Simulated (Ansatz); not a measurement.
# Cl− with Si2H6: structure and interaction energy

The task here is to estimate one member of a computed series from the others.

Computed with Ansatz 0.2.0, Gaussian basis. Level: PBE0-D4 structure, single points in def2-TZVPPD.

Levels: PBE-D4, revPBE-D4, BLYP-D4, r2SCAN-D4, B97M-V, PBE0-D4, B3LYP-D4, HSE06-D4, wB97X-V, wB97M-V, B2PLYP, Hartree-Fock, MP2, CCSD, CCSD(T). The reference is CCSD(T) extrapolated to the basis limit.

Correlated methods freeze the cores. B3LYP uses VWN-RPA correlation. B2PLYP carries no dispersion term here.

163 further runs of the same task are left out: 163 set aside as unsound or not needed. Runs told in other sessions of the task aren't counted.

## The system as given

The pair, from a GFN2-xTB docking trial: 9 atoms, charge -1, spin multiplicity 1.

Atoms are counted from 1 here; the program's logs count them from 0.

Bond lengths: Si2–Si3 2.289 Å, Si2–H4 1.523 Å, Si2–H5 1.456 Å, Si2–H6 1.458 Å, Si3–H7 1.481 Å, Si3–H8 1.483 Å, Si3–H9 1.460 Å. Angles: Si3–Si2–H4 102.0°, Si3–Si2–H5 118.0°, Si3–Si2–H6 117.7°, H4–Si2–H5 98.6°, H4–Si2–H6 98.7°, H5–Si2–H6 115.8°, Si2–Si3–H7 112.2°, Si2–Si3–H8 111.8°, Si2–Si3–H9 122.2°, H7–Si3–H8 101.4°, H7–Si3–H9 103.5°, H8–Si3–H9 103.4°.

As a file:

| atom | x (Å) | y (Å) | z (Å) |
| --- | --- | --- | --- |
| Cl1 | 0.04960 | -1.02720 | -2.46110 |
| Si2 | 0.34380 | 0.89720 | -0.51330 |
| Si3 | -0.35810 | -0.76440 | 0.89670 |
| H4 | 0.55640 | 2.05970 | 0.44730 |
| H5 | 1.69370 | 0.81130 | -1.05140 |
| H6 | -0.64980 | 1.50990 | -1.38620 |
| H7 | -1.60080 | -0.39970 | 1.61580 |
| H8 | 0.58520 | -0.96440 | 2.02300 |
| H9 | -0.62000 | -2.12230 | 0.42910 |

Atoms 1 to 1 are fragment A (Cl−), the rest fragment B (Si2H6).

Set-up of the first run:

File pre/in.yaml:

```yaml
crystal:
  periodic: [false, false, false]
  atoms:
    - {symbol: Cl, position_ang: [0.049600, -1.027200, -2.461100]}
    - {symbol: Si, position_ang: [0.343800, 0.897200, -0.513300]}
    - {symbol: Si, position_ang: [-0.358100, -0.764400, 0.896700]}
    - {symbol: H, position_ang: [0.556400, 2.059700, 0.447300]}
    - {symbol: H, position_ang: [1.693700, 0.811300, -1.051400]}
    - {symbol: H, position_ang: [-0.649800, 1.509900, -1.386200]}
    - {symbol: H, position_ang: [-1.600800, -0.399700, 1.615800]}
    - {symbol: H, position_ang: [0.585200, -0.964400, 2.023000]}
    - {symbol: H, position_ang: [-0.620000, -2.122300, 0.429100]}
basis:
  gaussian: {orbitals: def2-SVPD}
total_charge: -1
hamiltonian: {xc: pbe, dispersion: d4}
relax: {f_tol: 0.03, max_steps: 250}
```

The run is started by

```sh
> ansatz run in.yaml --threads 4 --pin off --events-out ev --progress --plain --max-ram 9574MiB
```

Steps of the session up to this table: A first relaxation in a small basis; Relaxation at PBE0-D4; wB97X-V/def2-TZVPPD; wB97M-V/def2-TZVPPD; B2PLYP/def2-TZVPPD; B97M-V/def2-TZVPPD; CCSD(T)/def2-TZVPPD; MP2/def2-QZVPPD; Hartree-Fock/STO-3G; SPW92/def2-SVP; wB97M-V/def2-SVP; CCSD(T)/def2-SVP; Vibrations of the pair.

One table of the session follows, with a row left open; its other results are not shown here.

```
      method  interaction (kJ/mol)
      PBE-D4                -87.68
   revPBE-D4                -90.58
     BLYP-D4                -78.63
   r2SCAN-D4                -83.66
      B97M-V                -82.74
     PBE0-D4                -86.61
    B3LYP-D4                -78.77
    HSE06-D4                -86.41
     wB97X-V                -78.01
     wB97M-V                -83.51
      B2PLYP                -66.94
Hartree-Fock                -44.78
         MP2                -76.73
        CCSD                -67.64
     CCSD(T)                     ?
 CCSD(T)/CBS                -81.05
```

Estimate the missing values for CCSD(T).

**Answer.** interaction (kJ/mol): -72.25. In the column «interaction (kJ/mol)» it lies between MP2 (-76.73) and CCSD (-67.64).
